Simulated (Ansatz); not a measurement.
**CH6NSbTe: small, medium and large basis sets**

One table from this session's results is given with a row withheld; the runs are named, their logs left out.

Program: Ansatz 0.2.0, Gaussian basis. Level of theory: one geometry, several basis sets. These are calculated values, not measurements.

The runs, in order: PBE0-D4/def2-SVP; ωB97M-V/def2-SVP; PBE0-D4/def2-QZVPP; ωB97M-V/def2-QZVPP; the functionals' def2-TZVPP values are taken from earlier runs.

## The relaxed structure

An earlier PBE0-D4 in a triple-zeta def2 set relaxation fixed the geometry. Sb, Te take the def2 core potential; no spin-orbit term is included.

SMILES `N[CH2][SbH][TeH]`, 10 atoms, charge 0, spin multiplicity 1.

Atoms are counted from 1 here; the program's logs count them from 0.

Bond lengths: N1–C2 1.434 Å, N1–H5 1.014 Å, N1–H6 1.012 Å, C2–Sb3 2.219 Å, C2–H7 1.092 Å, C2–H8 1.090 Å, Sb3–Te4 2.763 Å, Sb3–H9 1.713 Å, Te4–H10 1.660 Å. Angles: C2–N1–H5 111.2°, C2–N1–H6 112.2°, H5–N1–H6 107.8°, N1–C2–Sb3 115.1°, N1–C2–H7 110.2°, N1–C2–H8 110.2°, Sb3–C2–H7 106.3°, Sb3–C2–H8 106.7°, H7–C2–H8 107.9°, C2–Sb3–Te4 93.8°, C2–Sb3–H9 95.1°, Te4–Sb3–H9 94.5°, Sb3–Te4–H10 93.9°.

Coordinates:

```xyz
10
charge 0, multiplicity 1
N    -0.7213    1.4955    0.1625
C     0.5375    0.8224    0.0209
Sb    0.7279   -1.0706    1.1624
Te   -1.3637   -2.2967   -0.1633
H    -1.4914    0.8929   -0.1066
H    -0.8861    1.8033    1.1119
H     1.3505    1.4682    0.3592
H     0.7187    0.5775   -1.0258
H     1.9390   -1.7367    0.1507
H    -0.7282   -2.0070   -1.6690
```

The first run:

in.yaml reads:

```yaml
crystal:
  periodic: [false, false, false]
  atoms:
    - {symbol: N, position_ang: [-0.721306, 1.495503, 0.162462]}
    - {symbol: C, position_ang: [0.537543, 0.822413, 0.020906]}
    - {symbol: Sb, position_ang: [0.727908, -1.070619, 1.162375]}
    - {symbol: Te, position_ang: [-1.363686, -2.296722, -0.163319]}
    - {symbol: H, position_ang: [-1.491443, 0.892906, -0.106625]}
    - {symbol: H, position_ang: [-0.886114, 1.803296, 1.111944]}
    - {symbol: H, position_ang: [1.350500, 1.468239, 0.359178]}
    - {symbol: H, position_ang: [0.718658, 0.577507, -1.025767]}
    - {symbol: H, position_ang: [1.939005, -1.736652, 0.150694]}
    - {symbol: H, position_ang: [-0.728165, -2.006973, -1.669047]}
basis:
  gaussian: {orbitals: def2-SVP}
hamiltonian: {xc: pbe0, dispersion: d4}
output: {orbitals: {seedname: orbitals}}
```

Command:

```bash
ansatz run in.yaml --threads 4 --pin off --events-out ev --progress --plain --max-ram 10444MiB
```

Steps of the session up to this table: PBE0-D4 in def2-SVP; ωB97M-V in def2-SVP; PBE0-D4 in def2-QZVPP; ωB97M-V in def2-QZVPP.

One of the session's tables, all rows but one given; the rest of the session is left out.

It belongs to the step «Functionals by basis». 

| functional | basis | HOMO (eV) | LUMO (eV) |
| --- | --- | --- | --- |
| PBE0-D4 | def2-SVP | -6.09 | -1.30 |
| PBE0-D4 | def2-TZVPP | -6.23 | -1.43 |
| PBE0-D4 | def2-QZVPP | -6.26 | -1.46 |
| ωB97M-V | def2-SVP | -8.16 | 0.46 |
| ωB97M-V | def2-TZVPP | ? | ? |
| ωB97M-V | def2-QZVPP | -8.34 | 0.09 |

Estimate the missing values for ωB97M-V, def2-TZVPP.

**Answer.** HOMO (eV): -8.32; LUMO (eV): 0.20. In the column «HOMO (eV)» it lies between ωB97M-V, def2-QZVPP (-8.34) and ωB97M-V, def2-SVP (-8.16).
